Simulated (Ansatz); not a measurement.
# VBiO4: the cell at several levels of theory

How does the equilibrium cell of VBiO4 in the database structure depend on the functional? It is relaxed with PBE and r2SCAN.

Code: Ansatz 0.2.0. PAW datasets, plane waves, zero pressure. No spin polarisation and no zero-point or thermal motion.

## 1. The cell

Space group I4_1/a (No. 88), tetragonal; conventional cell a = 5.122 Å, c = 11.592 Å, 12.67 Å³ an atom. V has 4 O at 1.73 Å; Bi has 8 O at 2.42–2.47 Å; O has 1 V at 1.73 Å and 2 Bi at 2.42–2.47 Å.

Structure file:

```xyz
12
Lattice="-2.5611 2.5611 5.7961 2.5611 -2.5611 5.7961 2.5611 2.5611 -5.7961" Properties=species:S:1:pos:R:3 pbc="T T T"
V     0.0000    0.0000    5.7961
V     2.5611    0.0000    2.8980
Bi    0.0000    0.0000    0.0000
Bi    0.0000    2.5611    2.8980
O     3.2834    1.2804   -0.9172
O     3.8417    0.7224    1.9808
O     1.2804   -0.7224    1.9808
O    -0.7224    1.2806    4.8788
O     3.2834   -1.2806    3.8153
O     1.2806    0.7224    6.7133
O     1.8387    1.2806    3.8153
O     1.2804    1.8387    0.9172
```

## 2. PBE: cell and atoms

Input file input.yaml:

```yaml
crystal:
  lattice:
    - [-2.56105292, 2.56105292, 5.7960647]
    - [2.56105292, -2.56105292, 5.7960647]
    - [2.56105292, 2.56105292, -5.7960647]
  atoms:
    - { symbol: V, position: [0.5, 0.5, 0.0] }
    - { symbol: V, position: [0.25, 0.75, 0.5] }
    - { symbol: Bi, position: [0.0, 0.0, 0.0] }
    - { symbol: Bi, position: [0.75, 0.25, 0.5] }
    - { symbol: O, position: [0.17085109, 0.56190276, 0.89100626] }
    - { symbol: O, position: [0.31190276, 0.9208965, 0.89105167] }
    - { symbol: O, position: [0.02984483, 0.42085109, 0.10894833] }
    - { symbol: O, position: [0.6708965, 0.27984483, 0.10899374] }
    - { symbol: O, position: [0.0791035, 0.97015517, 0.39100626] }
    - { symbol: O, position: [0.72015517, 0.82914891, 0.39105167] }
    - { symbol: O, position: [0.57914891, 0.68809724, 0.60899374] }
    - { symbol: O, position: [0.43809724, 0.3291035, 0.60894833] }
kpoints:
  mp_grid: { grid: [6, 6, 6] }
hamiltonian:
  xc: pbe
scf:
  occupations: { method: fermi_dirac, width: 0.02 }
relax:
  f_tol: 0.005
  cell: {}
output:
  write_density: true
  write_potential: true
  elf: true
  volumetric_format: npy
```

The runs that follow: Relaxing with r2SCAN.

**Question.** What will these runs give? Wanted: for each run, a; c; volume; space group; SCF geometries.

As calculated:

```
 level  a (Å)   c (Å)  volume (Å³/atom)  space group  SCF geometries
   PBE  5.167  11.775            13.098       I4_1/a               9
r2SCAN  5.121  11.622            12.700       I4_1/a               7
```

In words: The first relaxation changed the volume by +3.4 % from the start. The volume runs from r2SCAN (least) to PBE (most), a spread of 3.1 %, or 1.0 % in length if all axes shared it alike.
